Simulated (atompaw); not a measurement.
**N: generating and testing a PAW (atompaw) potential**

Do these settings give a usable potential? It is generated, then checked for scattering, ghosts and hardness.

Program: atompaw 4.2.0.5. Reference atom: PBE, scalar-relativistic, spherical and spin-unpolarised. All values are calculated.

4 further runs of the same task are left out: 4 set aside as unsound or not needed.

## (1) Settings

The settings as typed:

- element: nitrogen (N, Z = 7)
- type: PAW
- frozen core: [He]
- valence charge: 5
- reference configuration: 2s2 2p2 (charge +1)
- partial waves: 2s (bound): rc 1.80 bohr; 2s channel at -2.05 Ry: rc 1.80 bohr; 2p (bound): rc 1.80 bohr; 2p channel at 2.55 Ry: rc 1.80 bohr
- local potential: vpsmatchnc scheme with l = 2 at -0.5 Ry, radius 1.60 bohr
- core correction: smooth core density matched at 1.40 bohr
- augmentation charge: besselshape compensation charge, radius 1.75 bohr; PAW radius 1.80 bohr; waves and projectors: custom polynom2 7 10 vanderbiltortho

## (2) The generation run

Contents of N.input:

```
N 7
GGA-PBE scalarrelativistic loggrid 1500 logderivrange -4 5 226
2 2 0 0 0 0
2 1 2
0 0 0
c
v
v
1
1.80 1.75 1.60 1.40
y
-2.05
n
y
2.55
n
custom polynom2 7 10 vanderbiltortho besselshape
2 -0.5 vpsmatchnc
1.80
1.80
1.80
1.80
PWSCFOUT
UPFDX 0.0125d0 UPFXMIN -7.d0 UPFZMESH 7.d0
END
```

Launch:

```console
$ atompaw < N.input > N.log
```

Before running it: what results should come out? Wanted: cutoffs for 10 and 1 mRy, occupied levels; bound ghosts; largest phase difference near zero energy, channels read; lowest eigenvalue of the overlap; share of valence orbitals outside the PAW sphere; UPF file.

As calculated:

| quantity | value |
| --- | --- |
| cutoffs for 10 and 1 mRy, occupied levels | 18 Ry and 21 Ry |
| bound ghosts | none found |
| largest phase difference near zero energy, channels read | 0.000 rad |
| lowest eigenvalue of the overlap (Bessel basis) | 0.359 (s) |
| share of valence orbitals outside the PAW sphere | 2s 14 %, 2p 18 % |
| UPF file | written |

What this shows: By its cutoff, 18 Ry for the looser tolerance, it is soft on the atom at that tolerance. The slowest occupied level is 2p: taken alone it needs 21 Ry to come within 1 mRy, against 15 Ry for 2s. The Bessel-basis test finds no level below the valence levels. Near zero energy the phases of the channels with partial waves agree within 0.001 rad. All of this concerns the isolated atom, not yet a solid.
